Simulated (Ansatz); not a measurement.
# ClGeH₅O₂Si: how energies converge with the basis set

Aim: see how fast density functionals converge with the basis set for ClGeH₅O₂Si.

The runs use Ansatz 0.2.0, Gaussian basis; one geometry, several basis sets.

Plan: PBE0-D4/def2-SVP; ωB97M-V/def2-SVP; PBE0-D4/def2-QZVPP; ωB97M-V/def2-QZVPP; the functionals' def2-TZVPP values are taken from earlier runs.

## 1. The relaxed structure

An earlier PBE0-D4 in a triple-zeta def2 set relaxation fixed the geometry.

SMILES `[OH][Ge]([OH])([SiH3])[Cl]`, 10 atoms, charge 0, spin multiplicity 1.

Atoms are counted from 1 here; the program's logs count them from 0.

Bond lengths: O1–Ge2 1.761 Å, O1–H6 0.962 Å, Ge2–O3 1.772 Å, Ge2–Si4 2.379 Å, Ge2–Cl5 2.173 Å, O3–H7 0.961 Å, Si4–H8 1.482 Å, Si4–H9 1.483 Å, Si4–H10 1.483 Å. Angles: Ge2–O1–H6 112.3°, O1–Ge2–O3 106.5°, O1–Ge2–Si4 109.1°, O1–Ge2–Cl5 109.8°, O3–Ge2–Si4 116.1°, O3–Ge2–Cl5 104.6°, Si4–Ge2–Cl5 110.4°, Ge2–O3–H7 112.0°, Ge2–Si4–H8 108.2°, Ge2–Si4–H9 108.8°, Ge2–Si4–H10 107.5°, H8–Si4–H9 111.0°, H8–Si4–H10 110.6°, H9–Si4–H10 110.7°.

## 2. PBE0-D4 in def2-SVP

Contents of in.yaml:

```yaml
crystal:
  periodic: [false, false, false]
  atoms:
    - {symbol: O, position_ang: [-1.332105, 1.554241, 0.080373]}
    - {symbol: Ge, position_ang: [0.003162, 0.495441, -0.364683]}
    - {symbol: O, position_ang: [1.491719, 1.404559, -0.053870]}
    - {symbol: Si, position_ang: [-0.222218, -1.571736, 0.791264]}
    - {symbol: Cl, position_ang: [-0.000645, 0.167204, -2.512317]}
    - {symbol: H, position_ang: [-1.174682, 2.468237, -0.174884]}
    - {symbol: H, position_ang: [2.102037, 1.360389, -0.794895]}
    - {symbol: H, position_ang: [-1.528494, -2.167953, 0.424048]}
    - {symbol: H, position_ang: [-0.148460, -1.313283, 2.249457]}
    - {symbol: H, position_ang: [0.892785, -2.448299, 0.358406]}
basis:
  gaussian: {orbitals: def2-SVP}
hamiltonian: {xc: pbe0, dispersion: d4}
output: {orbitals: {seedname: orbitals}}
```

After this run come: ωB97M-V in def2-SVP; PBE0-D4 in def2-QZVPP; ωB97M-V in def2-QZVPP.

Before running them: what should the planned runs give, taken together? Wanted: PBE0-D4: double and triple zeta above quadruple; ωB97M-V: double and triple zeta above quadruple.

**Answer**, as computed:

| quantity | value |
| --- | --- |
| PBE0-D4: double and triple zeta above quadruple | 21.70, 2.11 eV |
| ωB97M-V: double and triple zeta above quadruple | 21.70, 2.03 eV |

In words: PBE0-D4 gains 19.59 eV from double to triple zeta, then 2.11 eV more. These are total energies; as a rule much of such shifts cancels in differences, which this series doesn't test. The LUMO of ωB97M-V is positive and keeps falling with the basis (1.89 to 1.08 eV): an unbound level that the basis holds in place.
